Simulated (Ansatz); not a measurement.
# Hg2I2 (Hg2(I)2): the cost of one run

Computed with Ansatz 0.2.0. Level: DFT PBE, plane waves, PAW, molecule in a box with 9 Å of vacuum.

3 further runs of the same task are left out: 2 for a known fault of the program, 1 set aside as unsound or not needed.

## (1) Where the work starts

4 atoms, charge 0, spin multiplicity 1.

Bond lengths: Hg2–I3 2.625 Å, Hg2–I4 2.625 Å. Angles: I3–Hg2–I4 175.1°.

Coordinates:

```mol
Hg2I2
  3D, bonds by distance, orders not assigned

  4  2  0  0  0  0  0  0  0  0999 V2000
    0.0000   -0.0000    2.4902 Hg  0  0
   -0.0000    0.0000   -0.8177 Hg  0  0
    2.6226   -0.0000   -0.9292 I   0  0
   -2.6226    0.0000   -0.9292 I   0  0
  2  3  8  0
  2  4  8  0
M  END
```

Formal oxidation states: Hg +1. An earlier session relaxed this geometry at r2SCAN, Hg def2-SVP with ECP60, I def2-SVP with ECP28 (singlet, point group C2v).

## (2) Scalar-relativistic

input.yaml reads:

```yaml
crystal:
  lattice:
    - [14.25, 0.0, 0.0]
    - [0.0, 9.0, 0.0]
    - [0.0, 0.0, 12.42]
  atoms:
    - { symbol: Hg, position: [0.49983088, 0.5, 0.63762882] }
    - { symbol: Hg, position: [0.49983088, 0.5, 0.37129469] }
    - { symbol: I, position: [0.68387158, 0.5, 0.36231884] }
    - { symbol: I, position: [0.31578947, 0.5, 0.36231884] }
basis:
  ecutwfc: 420
  ecutrho_ratio: 4
kpoints:
  mp_grid: { grid: [1, 1, 1] }
hamiltonian:
  xc: pbe
scf:
  occupations: { method: gaussian, width: 0.01 }
output:
  forces: true
  eigenvalues: true
  populations: true
```

Started as:

```bash
$ ansatz run input.yaml --threads 2 --pin off --max-ram 5120MiB --backend cpu --events-out ev --progress --plain --runs-dir out
```

**Question.** How long does this run take on 2 threads of Arm Neoverse V2, shared host, and how much memory does it need?

About 4.1 s, with a peak of 0.93 GiB.
